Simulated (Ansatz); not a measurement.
# SnSbH₅ (SMILES [SnH3][SbH2]): one structure at several levels

One table from this session's results is given with a row withheld; the runs are named, their logs left out.

The runs use Ansatz 0.2.0, Gaussian basis; single points in def2-TZVPP.

Cores are frozen in the correlated methods. Filled d shells of the heavier atoms are correlated. Core potentials replace the inner electrons past krypton, and spin-orbit coupling is left out. B3LYP uses VWN-RPA correlation.

### The starting structure

SMILES `[SnH3][SbH2]`, 7 atoms, charge 0, spin multiplicity 1.

Atoms are counted from 1 here; the program's logs count them from 0.

Bond lengths: Sn1–Sb2 2.908 Å, Sn1–H3 1.814 Å, Sn1–H4 1.720 Å, Sn1–H5 1.724 Å, Sb2–H6 1.848 Å, Sb2–H7 1.724 Å. Angles: Sb2–Sn1–H3 114.6°, Sb2–Sn1–H4 113.4°, Sb2–Sn1–H5 125.4°, H3–Sn1–H4 100.2°, H3–Sn1–H5 97.7°, H4–Sn1–H5 101.8°, Sn1–Sb2–H6 88.7°, Sn1–Sb2–H7 90.2°, H6–Sb2–H7 88.2°.

As a file:

```xyz
7
H5SbSn
Sn   -0.7237   -0.4360   -0.4246
Sb    1.7134    0.0395    1.0895
H    -2.0899   -1.1303    0.5451
H    -0.5529   -1.6535   -1.6269
H    -1.6263    0.7664   -1.2680
H     0.9210    1.5430    1.8147
H     2.3159    1.0367   -0.1808
```

The first run:

The input, run/in.yaml:

```yaml
crystal:
  periodic: [false, false, false]
  atoms:
    - {symbol: Sn, position_ang: [-0.723700, -0.436000, -0.424600]}
    - {symbol: Sb, position_ang: [1.713400, 0.039500, 1.089500]}
    - {symbol: H, position_ang: [-2.089900, -1.130300, 0.545100]}
    - {symbol: H, position_ang: [-0.552900, -1.653500, -1.626900]}
    - {symbol: H, position_ang: [-1.626300, 0.766400, -1.268000]}
    - {symbol: H, position_ang: [0.921000, 1.543000, 1.814700]}
    - {symbol: H, position_ang: [2.315900, 1.036700, -0.180800]}
basis:
  gaussian: {orbitals: def2-TZVPP}
correlation: {method: ccsd_t}
output: {forces: true}
```

No record of the launch command was kept for these runs.

Among the steps run: CCSD(T)/def2-TZVPP; PBE0-D4/def2-TZVPP; wB97M-V/def2-TZVPP; r2SCAN-D4/def2-TZVPP; PBE-D4/def2-TZVPP; B3LYP-D4/def2-TZVPP; BLYP-D4/def2-TZVPP.

One of the session's tables, all rows but one given; the rest of the session is left out.

| method | RMS force component (eV/Å) | angle to CCSD(T) forces (°) | dipole (D) |
| --- | --- | --- | --- |
| CCSD(T) | 0.696 | reference | 1.57 |
| PBE0-D4 | 0.647 | 5.4 | 1.59 |
| wB97M-V | 0.718 | 3.5 | 1.64 |
| r2SCAN-D4 | 0.630 | 5.4 | 1.58 |
| PBE-D4 | 0.538 | 14.5 | 1.60 |
| B3LYP-D4 | ? | ? | ? |
| BLYP-D4 | 0.517 | 18.4 | 1.75 |

**Question.** Estimate the row for B3LYP-D4.

As computed: RMS force component (eV/Å): 0.610; angle to CCSD(T) forces (°): 8.4; dipole (D): 1.73. In the column «RMS force component (eV/Å)» it lies between PBE-D4 (0.538) and r2SCAN-D4 (0.630).
